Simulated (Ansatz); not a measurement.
# C₂H₃In: up Jacob's ladder to CCSD(T)

One table from this session's results is given with a row withheld; the runs are named, their logs left out.

Program: Ansatz 0.2.0, Gaussian basis. Level of theory: functionals in def2-TZVPP, the program's frozen cores in correlated methods. These are calculated values, not measurements.

Levels to be run: LDA (SPW92), PBE-D4, revPBE-D4, BLYP-D4, r2SCAN-D4, B97M-V, PBE0-D4, B3LYP-D4, r2SCANh-D4, r2SCAN0-D4, HSE06-D4, BHLYP-D4, CAM-B3LYP-D4, LC-ωPBE, ωB97X-V, ωB97M-V, B2PLYP, PBE-QIDH; CCSD(T)/def2-SVP; CCSD(T)/def2-TZVPP; MP2/def2-QZVPP; extrapolation to the limit; RPA on PBE.

### The relaxed structure

An earlier PBE0-D4 in a triple-zeta def2 set relaxation fixed the geometry. In takes the def2 core potential; no spin-orbit term is included.

SMILES `C#[C][InH2]`, 6 atoms, charge 0, spin multiplicity 1.

Atoms are counted from 1 here; the program's logs count them from 0.

Bond lengths: C1–C2 1.210 Å, C1–H4 1.067 Å, C2–In3 2.097 Å, In3–H5 1.713 Å, In3–H6 1.713 Å. Angles: C2–C1–H4 180.0°, C1–C2–In3 180.0°, C2–In3–H5 117.0°, C2–In3–H6 117.0°, H5–In3–H6 126.0°.

The first run:

File in.yaml:

```yaml
crystal:
  periodic: [false, false, false]
  atoms:
    - {symbol: C, position_ang: [-0.186568, -1.928023, 0.015100]}
    - {symbol: C, position_ang: [-0.070410, -0.723404, 0.005937]}
    - {symbol: In, position_ang: [0.131869, 1.363933, -0.010620]}
    - {symbol: H, position_ang: [-0.288965, -2.989587, 0.023341]}
    - {symbol: H, position_ang: [0.673512, 2.081547, -1.468779]}
    - {symbol: H, position_ang: [-0.259438, 2.195535, 1.435019]}
basis:
  gaussian: {orbitals: def2-TZVPP}
hamiltonian: {xc: lda}
output: {orbitals: {seedname: orbitals}}
```

Among the steps run: LDA; PBE-D4 (GGA); revPBE-D4 (GGA); BLYP-D4 (GGA); r2SCAN-D4 (meta-GGA); B97M-V (meta-GGA); PBE0-D4 (hybrid); B3LYP-D4 (hybrid); r2SCANh-D4 (hybrid); r2SCAN0-D4 (hybrid); HSE06-D4 (hybrid); BHLYP-D4 (hybrid); CAM-B3LYP-D4 (range-separated); LC-ωPBE (range-separated); ωB97X-V (range-separated); ωB97M-V (range-separated); B2PLYP (double hybrid); PBE-QIDH (double hybrid).

One of the session's tables, all rows but one given; the rest of the session is left out.

It belongs to the step «Orbital energies across the functionals». 

| functional | HOMO (eV) | LUMO (eV) | gap (eV) |
| --- | --- | --- | --- |
| LDA (SPW92) | ? | ? | ? |
| PBE-D4 | -6.59 | -2.75 | 3.84 |
| revPBE-D4 | -6.53 | -2.63 | 3.90 |
| BLYP-D4 | -6.44 | -2.71 | 3.73 |
| r2SCAN-D4 | -6.82 | -2.47 | 4.34 |
| B97M-V | -6.82 | -2.71 | 4.11 |
| PBE0-D4 | -7.76 | -2.00 | 5.76 |
| B3LYP-D4 | -7.53 | -2.29 | 5.25 |
| r2SCANh-D4 | -7.25 | -2.22 | 5.04 |
| r2SCAN0-D4 | -7.91 | -1.84 | 6.07 |
| HSE06-D4 | -7.36 | -2.36 | 4.99 |
| BHLYP-D4 | -8.78 | -1.34 | 7.45 |
| CAM-B3LYP-D4 | -9.10 | -1.20 | 7.90 |
| LC-ωPBE | -10.50 | -0.07 | 10.44 |
| ωB97X-V | -10.10 | -0.20 | 9.91 |
| ωB97M-V | -9.97 | -0.46 | 9.51 |

**Question.** Estimate the row for LDA (SPW92).

The run gave: HOMO (eV): -6.76; LUMO (eV): -3.02; gap (eV): 3.73. In the column «HOMO (eV)» it lies between B97M-V (-6.82) and PBE-D4 (-6.59).
